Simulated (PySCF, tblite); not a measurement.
# C₄H₇BrSi: dynamics, then NMR shifts on frames

How do NMR shifts of C₄H₇BrSi (`Br[SiH]1CC=CC1`) change as the atoms move?

Computed with tblite 0.8.0 and PySCF 2.14.0, with density-fitted response routines of our own, on a single molecule in the gas phase. Atoms are numbered from 0 throughout.

## (1) Starting geometry

13 atoms, charge 0, multiplicity 1; geometry from: GFN2-xTB.

Bonds of the start (Å): Br0–Si1 2.23, Si1–C2 1.90, C2–C3 1.50, C3–C4 1.32, C4–C5 1.50, C5–Si1 1.90, Si1–H6 1.46, C2–H7 1.09, C2–H8 1.09, C3–H9 1.08, C4–H10 1.08, C5–H11 1.09, C5–H12 1.09.

## (2) Thermal motion with GFN2-xTB

The job: settings as JSON, then the geometry in Å.

```
{"job": {"kind": "md", "xc": "GFN2-xTB", "basis": "xTB", "temperature": 400, "steps": 2000, "every": 50, "frames": 5}, "charge": 0, "multiplicity": 1}
Br    -0.417712     2.559121     1.762219
Si    -0.097596     1.342470    -0.079437
C      1.382226     0.166670     0.117838
C      0.758174    -1.196202     0.030182
C     -0.549381    -1.299634    -0.134488
C     -1.379755    -0.051960    -0.231411
H     -0.035768     2.303771    -1.171760
H      2.133160     0.286515    -0.664938
H      1.909571     0.277876     1.067912
H      1.404335    -2.058052     0.109582
H     -1.052926    -2.252879    -0.200011
H     -1.921489    -0.034529    -1.178908
H     -2.137227    -0.042680     0.555492
```

Method: GFN2-xTB Langevin dynamics, gas phase.

Started as:

```console
OMP_NUM_THREADS=1 python probes_run.py task.json out
```

One launch serves the whole session: the jobs run in the order shown.

The program printed:

```text
t/fs     T/K      E/eV
    0.0   333.4   -488.72774
   25.0   336.4   -488.48499
   50.0   403.8   -488.47405
   75.0   284.5   -488.43281
  100.0   209.2   -488.35759
  125.0   301.9   -488.25757
  150.0   257.2   -488.27912
  175.0   320.5   -488.34551
  200.0   309.2   -488.22959
  225.0   196.3   -488.33767
  250.0   183.8   -488.23265
  275.0   268.2   -488.36659
  300.0   275.4   -488.31197
  325.0   309.2   -488.21605
  350.0   255.0   -488.07557
  375.0   310.1   -488.27780
  400.0   455.2   -488.21554
  425.0   407.8   -488.09616
  450.0   439.9   -488.12532
  475.0   390.6   -488.13746
  500.0   469.5   -487.88324
  525.0   559.5   -487.95990
  550.0   573.1   -488.14124
  575.0   406.9   -487.93975
  600.0   455.4   -488.12289
  625.0   410.1   -488.11991
  650.0   258.3   -488.10998
  675.0   319.8   -488.37012
  700.0   334.8   -488.27013
  725.0   271.5   -488.11733
  750.0   409.1   -488.18092
  775.0   308.3   -488.06502
  800.0   484.5   -488.10772
  825.0   518.6   -488.18766
  850.0   421.2   -487.91939
  875.0   459.1   -488.02980
  900.0   490.1   -488.10741
  925.0   483.2   -487.96077
  950.0   508.4   -488.04885
  975.0   441.0   -488.24083
 1000.0   264.5   -488.06238
```

Wall time 13 s (1 thread of Arm Neoverse V1, shared host); peak memory 0.18 GiB.

Distance from the start (root mean square after alignment): 0 fs 0.00 Å, 200 fs 0.35 Å, 400 fs 0.33 Å, 600 fs 0.24 Å, 800 fs 0.11 Å, 1000 fs 0.32 Å.

Positions (Å) and forces (eV/Å) at 1000 fs:

```xyz
13

Br    0.279    1.981    2.009   -0.142   -0.505   -0.434
Si   -0.416    0.400    0.515    0.929    0.295   -0.345
C    -0.406   -1.451    0.995    1.678    0.452   -0.392
C    -1.763   -1.850    0.493   -0.407    1.012   -0.598
C    -2.676   -0.908    0.116    1.810   -3.454    0.843
C    -2.305    0.486    0.284    1.440    0.050   -0.921
H     0.458    0.534   -0.778   -0.813    0.146    1.116
H     0.515   -1.956    0.459   -1.891    0.489    0.947
H    -0.256   -1.608    2.089   -0.290   -0.170   -0.786
H    -1.868   -2.902    0.362   -0.588   -0.438    0.067
H    -3.667   -1.251   -0.104   -0.297    0.237   -0.389
H    -2.470    1.044   -0.612   -0.615    0.541   -0.553
H    -2.905    0.818    1.062   -0.814    1.345    1.447
```

## (3) NMR shieldings: 250 fs, PBE0/pcSseg-1

The job: settings as JSON, then the geometry in Å.

```
{"job": {"kind": "nmr", "xc": "PBE0", "basis": "pcSseg-1", "pop": false}, "charge": 0, "multiplicity": 1}
Br    -0.575900     2.384800     1.940900
Si    -0.191600     1.408900    -0.005400
C      0.996600    -0.010900     0.313100
C      0.002400    -1.205100     0.622600
C     -1.214000    -1.031100     0.203200
C     -1.662200     0.233200    -0.476000
H      0.383900     2.461400    -0.910200
H      1.761600    -0.181200    -0.450400
H      1.588400     0.059500     1.172400
H      0.331100    -2.108000     1.086700
H     -1.929600    -1.810200     0.404100
H     -1.771800     0.138500    -1.538200
H     -2.565000     0.713000     0.013200
```

Method: GIAO PBE0/pcSseg-1 NMR shielding, non-relativistic, gas phase.

The program printed:

```text
coarse grid: 51768 points
cycle   1  E = -3019.3433534608  dE = -5.211e-01  |g| = 7.795e-01  |ddm| = 3.443e+00
cycle   2  E = -3019.3359616215  dE =  7.392e-03  |g| = 5.445e-01  |ddm| = 8.216e-01
cycle   3  E = -3019.3887750520  dE = -5.281e-02  |g| = 1.625e-01  |ddm| = 6.156e-01
cycle   4  E = -3019.3956885351  dE = -6.913e-03  |g| = 2.896e-02  |ddm| = 1.845e-01
cycle   5  E = -3019.3958300276  dE = -1.415e-04  |g| = 1.251e-02  |ddm| = 3.675e-02
cycle   6  E = -3019.3958703386  dE = -4.031e-05  |g| = 2.472e-03  |ddm| = 1.254e-02
cycle   7  E = -3019.3958716322  dE = -1.294e-06  |g| = 8.891e-04  |ddm| = 2.963e-03
final grid: 107440 points
cycle   8  E = -3019.3958587533  dE =  1.339e-07  |g| = 1.193e-03  |ddm| = 2.445e-03
cycle   9  E = -3019.3958582918  dE =  4.615e-07  |g| = 1.793e-03  |ddm| = 2.864e-03
cycle  10  E = -3019.3958591225  dE = -8.307e-07  |g| = 1.960e-04  |ddm| = 1.679e-03
cycle  11  E = -3019.3958591330  dE = -1.059e-08  |g| = 1.544e-05  |ddm| = 2.019e-04
cycle  12  E = -3019.3958591331  dE = -3.729e-11  |g| = 3.751e-06  |ddm| = 2.281e-05
converged SCF energy = -3019.3958591331

GIAO shielding tensors (ppm)
atom      isotropic    diamagn.    paramagn.     s11        s22        s33       span
  0 Br    2685.334    3124.369    -439.036   2483.067   2696.727   2876.207    393.140
  1 Si     323.632     877.070    -553.438    284.241    332.319    354.337     70.096
  2 C      161.595     252.257     -90.662    145.425    155.768    183.594     38.168
  3 C       47.137     256.703    -209.566    -63.229     67.144    137.495    200.724
  4 C       53.365     255.082    -201.717    -59.910     70.241    149.764    209.673
  5 C      156.305     254.611     -98.306    144.654    157.502    166.758     22.104
  6 H       25.417      26.627      -1.210     20.977     23.387     31.888     10.911
  7 H       29.926      30.537      -0.611     25.671     26.506     37.600     11.929
  8 H       31.073      32.035      -0.961     27.089     29.602     36.529      9.439
  9 H       25.470      32.003      -6.533     23.123     26.114     27.172      4.048
 10 H       25.706      30.680      -4.975     22.844     25.705     28.568      5.723
 11 H       29.822      30.185      -0.363     25.488     26.878     37.100     11.612
 12 H       28.756      27.953       0.804     24.232     27.902     34.135      9.902
```

Run time: 25 s. Hardware: 1 thread of Arm Neoverse V1, shared host; peak memory 0.86 GiB.

Shifts follow as δ = σ(reference) − σ, with reference shieldings (ppm) from runs at the same level and on the same kind of geometry: 1H TMS 31.72, 13C TMS 186.9, 29Si TMS 349.2, 79Br HBr 2622. The references are single molecules in the gas phase. Each atom is listed at this fixed geometry, with no averaging over motion; a spectrum would average atoms that exchange fast.

```
atoms                                                    environment  σ (ppm)  δ (ppm)
   C3                                                      alkene CH     47.1    139.8
   C4                                                      alkene CH     53.4    133.6
   C5                                   allylic sp3 CH2 bonded to Si    156.3     30.6
   C2                                   allylic sp3 CH2 bonded to Si    161.6     25.3
   H6  hydrogen on a silicon bonded to 2 C, Br, in a 5-membered ring    25.42     6.30
   H9                                       hydrogen on an alkene CH    25.47     6.25
  H10                                       hydrogen on an alkene CH    25.71     6.01
  H12                    hydrogen on an allylic sp3 CH2 bonded to Si    28.76     2.96
  H11                    hydrogen on an allylic sp3 CH2 bonded to Si    29.82     1.89
   H7                    hydrogen on an allylic sp3 CH2 bonded to Si    29.93     1.79
   H8                    hydrogen on an allylic sp3 CH2 bonded to Si    31.07     0.64
  Br0                                           bromine bonded to Si     2685      -63
  Si1             silicon bonded to 2 C, Br, H, in a 5-membered ring    323.6     25.5
```

Ring of atoms Si1, C2, C3, C4, C5: NICS(0) -2.5, NICS(1) -3.4, NICS(1)zz -3.2 ppm (means of both faces).

The fields below are evaluated on a grid from the run's orbitals.

Frontier orbitals at PBE0/pcSseg-1, with the share of their density that lies nearest to each atom:

```
orbital  energy (eV)                                    lies on
   HOMO        -7.53                     C3, C4 about 34 % each
   LUMO         0.27  Si1 19 %; C3, C4 about 16 % each; H6 12 %
```

ELF in a plane through or near 6 of the atoms.

Ten even steps from ' ' (0.00) to '@' (1.00):
```
                                                        
                                                        
                                                        
                                                        
                  ==##%%**::    ::**@@%%++              
                ..##@@@@%%**  ..**@@@@@@@@::            
                ..**@@@@%%**++++%%@@@@@@%%..            
                  --##**::++%%**..==%%**--              
                ::**%%%%##****++--==++..                
              ..::--==**##==..==%%%%++++####**..        
            ..--::::%%**..--..==--**--@@@@@@@@**        
            ::++--::##++==%%**##%%****@@@@@@@@++        
            ..----::..==%%%%==::**++::--++##**          
              ....::--==++**%%%%%%++..                  
                        ::##@@@@@@%%::                  
                        ::**@@@@@@##..                  
                          ..==++--..                    
                                                        
                                                        
                                                        
```
The map spans 10.1 Å across and 9.6 Å up, centred on the molecule. Atoms in the plane (x, y in Å): Si1 (-1.3, -0.5), C3 (1.0, 1.0), C4 (1.4, -0.2), H8 (-0.9, 2.0), H9 (1.6, 1.8), H10 (2.4, -0.4).

On the surface of density 0.002 e/bohr³ the electrostatic potential runs, from the 1st to the 99th percentile, from -0.65 V near Br0 to 1.11 V near H6.

## (4) Shielding tensors: 425 fs, PBE0/pcSseg-1

The job: settings as JSON, then the geometry in Å.

```
{"job": {"kind": "nmr", "xc": "PBE0", "basis": "pcSseg-1", "pop": false}, "charge": 0, "multiplicity": 1}
Br    -0.511000     2.332100     2.200800
Si    -0.250400     1.044600     0.346700
C      0.617000    -0.569400     0.644400
C     -0.637900    -1.448100     0.996600
C     -1.870700    -1.080900     0.653000
C     -1.966300     0.272300     0.016200
H      0.286800     2.178900    -0.402700
H      1.103400    -0.866200    -0.241600
H      1.359100    -0.687700     1.450000
H     -0.497800    -2.336700     1.627600
H     -2.684000    -1.825100     0.682400
H     -2.256000     0.333400    -0.980400
H     -2.783000     0.800900     0.452100
```

With the program's defaults for keys left out, this is: GIAO PBE0/pcSseg-1 NMR shielding, non-relativistic, gas phase.

The program printed:

```text
coarse grid: 51768 points
cycle   1  E = -3019.3373480728  dE = -5.267e-01  |g| = 7.678e-01  |ddm| = 3.424e+00
cycle   2  E = -3019.3369608477  dE =  3.872e-04  |g| = 5.022e-01  |ddm| = 8.036e-01
cycle   3  E = -3019.3814287837  dE = -4.447e-02  |g| = 1.577e-01  |ddm| = 5.536e-01
cycle   4  E = -3019.3878388723  dE = -6.410e-03  |g| = 3.171e-02  |ddm| = 1.711e-01
cycle   5  E = -3019.3880024308  dE = -1.636e-04  |g| = 1.584e-02  |ddm| = 3.924e-02
cycle   6  E = -3019.3880662632  dE = -6.383e-05  |g| = 2.319e-03  |ddm| = 1.423e-02
cycle   7  E = -3019.3880674844  dE = -1.221e-06  |g| = 8.858e-04  |ddm| = 3.428e-03
final grid: 107440 points
cycle   8  E = -3019.3880371093  dE =  8.621e-08  |g| = 1.151e-03  |ddm| = 3.335e-03
cycle   9  E = -3019.3880367715  dE =  3.377e-07  |g| = 1.624e-03  |ddm| = 3.139e-03
cycle  10  E = -3019.3880374506  dE = -6.790e-07  |g| = 2.126e-04  |ddm| = 1.812e-03
cycle  11  E = -3019.3880374626  dE = -1.204e-08  |g| = 1.732e-05  |ddm| = 1.981e-04
cycle  12  E = -3019.3880374627  dE = -4.957e-11  |g| = 4.025e-06  |ddm| = 2.308e-05
converged SCF energy = -3019.3880374627

GIAO shielding tensors (ppm)
atom      isotropic    diamagn.    paramagn.     s11        s22        s33       span
  0 Br    2628.429    3124.087    -495.657   2373.124   2673.774   2838.390    465.266
  1 Si     323.989     875.884    -551.895    262.380    315.644    393.943    131.563
  2 C      165.247     253.088     -87.840    150.890    162.382    182.470     31.580
  3 C       41.407     254.987    -213.581    -70.288     62.289    132.219    202.507
  4 C       46.723     256.866    -210.143    -74.894     63.029    152.034    226.928
  5 C      163.889     253.150     -89.261    147.535    157.402    186.730     39.195
  6 H       24.925      27.155      -2.230     18.994     23.722     32.058     13.065
  7 H       30.938      31.978      -1.040     26.801     27.167     38.846     12.045
  8 H       29.315      29.361      -0.046     25.598     26.822     35.526      9.928
  9 H       25.194      29.426      -4.232     22.398     25.284     27.900      5.502
 10 H       24.720      28.900      -4.180     22.389     24.759     27.012      4.623
 11 H       30.881      31.925      -1.044     26.820     27.710     38.114     11.295
 12 H       30.501      29.922       0.580     25.945     29.194     36.365     10.420
```

Run time: 18 s. Hardware: 1 thread of Arm Neoverse V1, shared host; peak memory 0.87 GiB.

In short: δ C3 145.5, C4 140.2, C5 23.0, C2 21.7, H10 7.00, H6 6.79 ppm.

(Part 1 of 2 ends here.)
